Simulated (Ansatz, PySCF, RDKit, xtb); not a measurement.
# C4H4BrF: which of the isomers drawn lies lowest?

Which of a sample of isomers of C4H4BrF is the most stable in the gas at 298.15 K, and what are its properties? The sample is small against all isomers, and the most stable one of this formula need not be in it.

Plan: many cheap relaxations first (GFN2-xTB), then density-functional screening, relaxation at B3LYP-D3(BJ)/def2-SVP, vibrations (at GFN2-xTB) and a final energy. The numbers are computed, not measured.

### 1 Possible bonding patterns

Isomers were taken from a list of plausible structures; this is a sample, not all of them. That gives 14 candidates, of which 1 could not be built in three dimensions.

```tsv
label	SMILES	spin
c023	F[C@H](Br)C1=CC1	singlet
c043	CC1=C[C@]1(F)Br	singlet
c158	FC1=C(Br)CC1	singlet
c355	CC1=C(F)[C@@H]1Br	singlet
c379	FC1(CBr)C=C1	singlet
c426	C[C@]1(F)C=C1Br	singlet
c440	FC1=C(CBr)C1	singlet
c601	C=C/C(F)=C/Br	singlet
c608	C#CC[C@H](F)Br	singlet
c702	C#C[C@H](Br)CF	singlet
c715	FCC1=C(Br)C1	singlet
c810	FCC#CCBr	singlet
c944	F[C@]1(Br)C=CC1	singlet
```

Candidates are built by distance geometry, with a force field where one applies, in up to four conformers (letters a to d).

**Question.** With final energies at CCSD(T)/def2-SVP + MP2/def2-TZVPP - MP2/def2-SVP, which structure will this search put lowest in free energy, and by what margin?

| quantity | value |
| --- | --- |
| lowest structure found | C=C/C(F)=C/Br, singlet |
| next finalist | FC1=C(Br)CC1, singlet, 9.2 kcal/mol higher in G |
| share at equilibrium, among the finalists | 100.0 % |
| dipole moment (PBE0/def2-SVPD) | 2.25 D |
| HOMO energy (PBE0/def2-SVPD) | -6.90 eV |
| LUMO energy (PBE0/def2-SVPD) | -1.47 eV |
| HOMO–LUMO gap (PBE0/def2-SVPD) | 5.44 eV |
| lowest excitation (TD-PBE0/def2-SVPD) | 5.21 eV (f = 0.673) |
| lowest triplet excitation, same level, Tamm-Dancoff | 2.95 eV |
| vertical ionisation energy | 8.78 eV |
| vertical electron affinity | -0.32 eV (unbound: the value depends on the basis) |
| vertical triplet less singlet | +3.02 eV |

The search ends on `C=C/C(F)=C/Br`. Among the finalists first place is clear (9.2 kcal/mol); structures outside the list aren't covered. r2SCAN-D4/def2-SVP, B3LYP-D3(BJ)/def2-SVP, HF/def2-SVP and MP2/def2-SVP already put its bonding pattern lowest among the structures in one piece; GFN2-xTB and HF/STO-3G favour the singlet FC1=C(Br)CC1. Lowest found is not proven lowest: the search is finite, and each finalist counts with one conformer. Only 13 drawn patterns were tried, so whole families of isomers are missing, and the result ranks this sample alone.
